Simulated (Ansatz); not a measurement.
**CH2F2SSi: up Jacob's ladder to CCSD(T)**

The task here is to estimate one member of a computed series from the others.

Method: functionals in def2-TZVPP, the program's frozen cores in correlated methods; program: Ansatz 0.2.0, Gaussian basis.

Levels to be run: LDA (SPW92), PBE-D4, revPBE-D4, BLYP-D4, r2SCAN-D4, B97M-V, PBE0-D4, B3LYP-D4, r2SCANh-D4, r2SCAN0-D4, HSE06-D4, BHLYP-D4, CAM-B3LYP-D4, LC-ωPBE, ωB97X-V, ωB97M-V, B2PLYP, PBE-QIDH; CCSD(T)/def2-SVP; CCSD(T)/def2-TZVPP; MP2/def2-QZVPP; extrapolation to the limit; RPA on PBE.

### The relaxed structure

The geometry comes from an earlier relaxation with PBE0-D4 in a triple-zeta def2 set; it is a stationary point, not always the lowest conformer.

7 atoms, charge 0, spin multiplicity 1.

Atoms are counted from 1 here; the program's logs count them from 0.

Bond lengths: F1–C2 1.362 Å, C2–S3 1.869 Å, C2–Si4 1.840 Å, C2–H6 1.087 Å, S3–Si4 2.066 Å, Si4–F5 1.587 Å, Si4–H7 1.470 Å. Angles: F1–C2–S3 114.2°, F1–C2–Si4 121.0°, F1–C2–H6 110.1°, S3–C2–Si4 67.7°, S3–C2–H6 111.7°, Si4–C2–H6 123.9°, C2–S3–Si4 55.5°, C2–Si4–S3 56.8°, C2–Si4–F5 120.7°, C2–Si4–H7 121.9°, S3–Si4–F5 120.1°, S3–Si4–H7 121.3°, F5–Si4–H7 108.3°.

Geometry (Å):

| atom | x (Å) | y (Å) | z (Å) |
| --- | --- | --- | --- |
| F1 | -0.4198 | -1.5547 | 1.1991 |
| C2 | -0.2876 | -0.2459 | 0.8446 |
| S3 | 1.4825 | 0.3422 | 0.7329 |
| Si4 | 0.1837 | 0.2275 | -0.8694 |
| F5 | -0.3840 | 1.5547 | -1.5293 |
| H6 | -0.8791 | 0.3824 | 1.5057 |
| H7 | 0.3657 | -0.7742 | -1.9293 |

Set-up of the first run:

Input file in.yaml:

```yaml
crystal:
  periodic: [false, false, false]
  atoms:
    - {symbol: F, position_ang: [-0.419835, -1.554703, 1.199125]}
    - {symbol: C, position_ang: [-0.287619, -0.245855, 0.844571]}
    - {symbol: S, position_ang: [1.482468, 0.342202, 0.732887]}
    - {symbol: Si, position_ang: [0.183675, 0.227489, -0.869395]}
    - {symbol: F, position_ang: [-0.383993, 1.554743, -1.529335]}
    - {symbol: H, position_ang: [-0.879138, 0.382361, 1.505669]}
    - {symbol: H, position_ang: [0.365743, -0.774236, -1.929323]}
basis:
  gaussian: {orbitals: def2-TZVPP}
hamiltonian: {xc: lda}
output: {orbitals: {seedname: orbitals}}
```

Started as:

```sh
$ ansatz run in.yaml --threads 2 --pin off --events-out ev --progress --plain --max-ram 4352MiB
```

Steps of the session up to this table: LDA; PBE-D4 (GGA); revPBE-D4 (GGA); BLYP-D4 (GGA); r2SCAN-D4 (meta-GGA); B97M-V (meta-GGA); PBE0-D4 (hybrid); B3LYP-D4 (hybrid); r2SCANh-D4 (hybrid); r2SCAN0-D4 (hybrid); HSE06-D4 (hybrid); BHLYP-D4 (hybrid); CAM-B3LYP-D4 (range-separated); LC-ωPBE (range-separated); ωB97X-V (range-separated); ωB97M-V (range-separated); B2PLYP (double hybrid); PBE-QIDH (double hybrid).

One of the session's tables, all rows but one given; the rest of the session is left out.

It belongs to the step «Frontier levels by functional». 

```
  functional  HOMO (eV)  gap (eV)
 LDA (SPW92)      -6.85      5.26
      PBE-D4      -6.69      5.34
   revPBE-D4      -6.63      5.38
     BLYP-D4      -6.53      5.30
   r2SCAN-D4      -6.97      5.89
      B97M-V      -7.04      5.95
     PBE0-D4          ?         ?
    B3LYP-D4      -7.70      7.07
  r2SCANh-D4      -7.43      6.71
  r2SCAN0-D4      -8.13      7.92
    HSE06-D4      -7.55      6.79
    BHLYP-D4      -9.03      9.67
CAM-B3LYP-D4      -9.26      9.98
     LC-ωPBE     -10.64     12.56
     ωB97X-V     -10.28     12.09
     ωB97M-V     -10.11     11.68
```

Q: Estimate the row for PBE0-D4 from the others.

**Answer.** HOMO (eV): -7.95; gap (eV): 7.57. In the column «HOMO (eV)» it lies between r2SCAN0-D4 (-8.13) and B3LYP-D4 (-7.70).
